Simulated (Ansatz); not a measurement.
# F3Si: the cost of one run

Program: Ansatz 0.2.0, Gaussian basis. Level of theory: the settings change from run to run. These are calculated values, not measurements.

## (1) The molecule

An earlier PBE0-D4 in a triple-zeta def2 set relaxation fixed the geometry.

SMILES `F[Si](F)F`, 4 atoms, charge 0, spin multiplicity 2.

Atoms are counted from 1 here; the program's logs count them from 0.

Bond lengths: F1–Si2 1.581 Å, Si2–F3 1.581 Å, Si2–F4 1.581 Å. Angles: F1–Si2–F3 107.9°, F1–Si2–F4 107.9°, F3–Si2–F4 107.9°.

Geometry (Å):

```
F     0.78493   -0.50698    1.15165
Si   -0.28289    0.21309    0.23435
F    -0.99428   -0.89228   -0.64440
F     0.49224    1.18617   -0.74161
```

## (2) wB97M-V/pcseg-2

Options: relativity set to scalar.

Contents of in.yaml:

```yaml
crystal:
  periodic: [false, false, false]
  atoms:
    - {symbol: F, position_ang: [0.784933, -0.506983, 1.151652]}
    - {symbol: Si, position_ang: [-0.282894, 0.213092, 0.234354]}
    - {symbol: F, position_ang: [-0.994278, -0.892283, -0.644400]}
    - {symbol: F, position_ang: [0.492239, 1.186174, -0.741606]}
basis:
  gaussian: {orbitals: pcseg-2}
magnetization: {spin_polarized: true, initial_magnetization: 1}
hamiltonian: {xc: {name: wB97M-V}, pseudopotentials: {relativity: scalar}}
output: {forces: true}
```

Started as:

```
$ ansatz run in.yaml --threads 4 --pin off --events-out ev --progress --plain --max-ram 10444MiB
```

Q: Estimate wall time and peak memory on 4 threads of Arm Neoverse V1, shared host.

About 4.7 s, with a peak of 0.39 GiB.
